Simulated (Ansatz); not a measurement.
# FH3O2SSi: a ladder of functionals and wavefunction methods

An exercise on one series of results from a longer session: the logs are not shown, and one member is left open.

Program: Ansatz 0.2.0, Gaussian basis. Level of theory: functionals in def2-TZVPP, the program's frozen cores in correlated methods. These are calculated values, not measurements.

Levels to be run: LDA (SPW92), PBE-D4, revPBE-D4, BLYP-D4, r2SCAN-D4, B97M-V, PBE0-D4, B3LYP-D4, r2SCANh-D4, r2SCAN0-D4, HSE06-D4, BHLYP-D4, CAM-B3LYP-D4, LC-ωPBE, ωB97X-V, ωB97M-V, B2PLYP, PBE-QIDH; CCSD(T)/def2-SVP; CCSD(T)/def2-TZVPP; MP2/def2-QZVPP; extrapolation to the limit; RPA on PBE.

## The relaxed structure

All runs share one geometry, relaxed beforehand with PBE0-D4 in a triple-zeta def2 set.

SMILES `O[Si](O)(F)S`, 8 atoms, charge 0, spin multiplicity 1.

Atoms are counted from 1 here; the program's logs count them from 0.

Bond lengths: O1–Si2 1.625 Å, O1–H6 0.959 Å, Si2–O3 1.618 Å, Si2–F4 1.594 Å, Si2–S5 2.109 Å, O3–H7 0.959 Å, S5–H8 1.344 Å. Angles: Si2–O1–H6 118.2°, O1–Si2–O3 108.5°, O1–Si2–F4 109.5°, O1–Si2–S5 110.6°, O3–Si2–F4 109.5°, O3–Si2–S5 110.7°, F4–Si2–S5 108.1°, Si2–O3–H7 118.0°, Si2–S5–H8 93.2°.

The first run:

File in.yaml:

```yaml
crystal:
  periodic: [false, false, false]
  atoms:
    - {symbol: O, position_ang: [0.170461, 1.617513, 0.221427]}
    - {symbol: Si, position_ang: [0.036673, 0.029372, -0.095763]}
    - {symbol: O, position_ang: [1.523667, -0.586193, -0.266918]}
    - {symbol: F, position_ang: [-0.781830, -0.176642, -1.447417]}
    - {symbol: S, position_ang: [-1.003761, -0.950635, 1.454979]}
    - {symbol: H, position_ang: [-0.632742, 2.138324, 0.272006]}
    - {symbol: H, position_ang: [2.128762, -0.142802, -0.864803]}
    - {symbol: H, position_ang: [-1.348930, -1.986037, 0.670689]}
basis:
  gaussian: {orbitals: def2-TZVPP}
hamiltonian: {xc: lda}
output: {orbitals: {seedname: orbitals}}
```

Launch:

```sh
$ ansatz run in.yaml --threads 4 --pin off --events-out ev --progress --plain --max-ram 10444MiB
```

Among the steps run: LDA; PBE-D4 (GGA); revPBE-D4 (GGA); BLYP-D4 (GGA); r2SCAN-D4 (meta-GGA); B97M-V (meta-GGA); B3LYP-D4 (hybrid); r2SCANh-D4 (hybrid); r2SCAN0-D4 (hybrid); HSE06-D4 (hybrid); BHLYP-D4 (hybrid); CAM-B3LYP-D4 (range-separated); LC-ωPBE (range-separated); ωB97X-V (range-separated); ωB97M-V (range-separated); B2PLYP (double hybrid); PBE-QIDH (double hybrid).

One of the session's tables, all rows but one given; the rest of the session is left out.

It belongs to the step «Frontier levels by functional». 

```
  functional  HOMO (eV)  gap (eV)
 LDA (SPW92)      -6.70      5.87
      PBE-D4      -6.57      5.91
   revPBE-D4      -6.51      5.94
     BLYP-D4      -6.39      5.73
   r2SCAN-D4      -6.87      6.65
      B97M-V      -6.96      6.52
     PBE0-D4          ?         ?
    B3LYP-D4      -7.59      7.48
  r2SCANh-D4      -7.35      7.45
  r2SCAN0-D4      -8.06      8.63
    HSE06-D4      -7.46      7.33
    BHLYP-D4      -8.99      9.95
CAM-B3LYP-D4      -9.21     10.29
     LC-ωPBE     -10.66     13.11
     ωB97X-V     -10.27     12.51
     ωB97M-V     -10.09     11.92
```

Estimate the missing values for PBE0-D4.

**Answer.** HOMO (eV): -7.87; gap (eV): 8.11. In the column «HOMO (eV)» it lies between r2SCAN0-D4 (-8.06) and B3LYP-D4 (-7.59).
